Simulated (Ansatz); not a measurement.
# Te (bcc type): the cost of one run

Method: DFT LDA, with the methods named in each step, in Ansatz 0.2.0.

2 further runs of the same task are left out: 1 for a known fault of the program, 1 that didn't finish. Runs told in other sessions of the task aren't counted.

### Step 1. The starting structure

The structure is cubic, space group Im-3m (No. 229). The conventional cell has a = 3.765 Å, b = 3.765 Å, c = 3.765 Å, α = 90.00°, β = 90.00°, γ = 90.00°. Te (site symmetry m-3m) has 8 Te at 3.26 Å in its first shell of neighbours.

Structure file:

```cif
data_structure
_symmetry_space_group_name_H-M 'Im-3m'
_symmetry_Int_Tables_number 229
_cell_length_a 3.7648
_cell_length_b 3.7648
_cell_length_c 3.7648
_cell_angle_alpha 90.000
_cell_angle_beta 90.000
_cell_angle_gamma 90.000
_cell_volume 53.36
loop_
_atom_site_label
_atom_site_type_symbol
_atom_site_symmetry_multiplicity
_atom_site_Wyckoff_symbol
_atom_site_fract_x
_atom_site_fract_y
_atom_site_fract_z
_atom_site_occupancy
Te1 Te 2 a 0.00000 0.00000 0.00000 1
```

The file gives the conventional cell by its symmetry; the runs use the cell typed in the input.

Whether this phase is the stable one at these pressures isn't tested.

### Step 2. The reference volume, LAPW

The input, input.yaml:

```yaml
crystal:
  lattice:
    - [-1.882401202, 1.882401202, 1.882401202]
    - [1.882401202, -1.882401202, 1.882401202]
    - [1.882401202, 1.882401202, -1.882401202]
  atoms:
    - { symbol: Te, position: [0.0, 0.0, 0.0] }
kpoints:
  mp_grid: { grid: [15, 15, 15] }
  band_path:
    path:
      - [0.0, 0.0, 0.0]
      - [0.5, -0.5, 0.5]
      - [0.0, 0.0, 0.5]
      - [0.0, 0.0, 0.0]
      - [0.25, 0.25, 0.25]
      - [0.5, -0.5, 0.5]
      - [0.25, 0.25, 0.25]
      - [0.0, 0.0, 0.5]
    npoints: 14
scf:
  occupations: { method: fermi_dirac, width: 0.1 }
hamiltonian:
  xc: lda
  pseudopotentials: { kind: all_electron, lapw: { basis_error: 0.001 } }
output:
  forces: true
  stress: true
  eigenvalues: true
  populations: true
  dos: { projected: true, de: 0.2, e_range: [-14, 8] }
```

Launch:

```
$ ansatz run input.yaml --threads 1 --pin off --max-ram 2048MiB --backend cpu --events-out ev --progress --plain --runs-dir out
```

Q: Estimate wall time and peak memory on 1 thread of Arm Neoverse V1, shared host.

About 10 s, with a peak of 0.27 GiB.
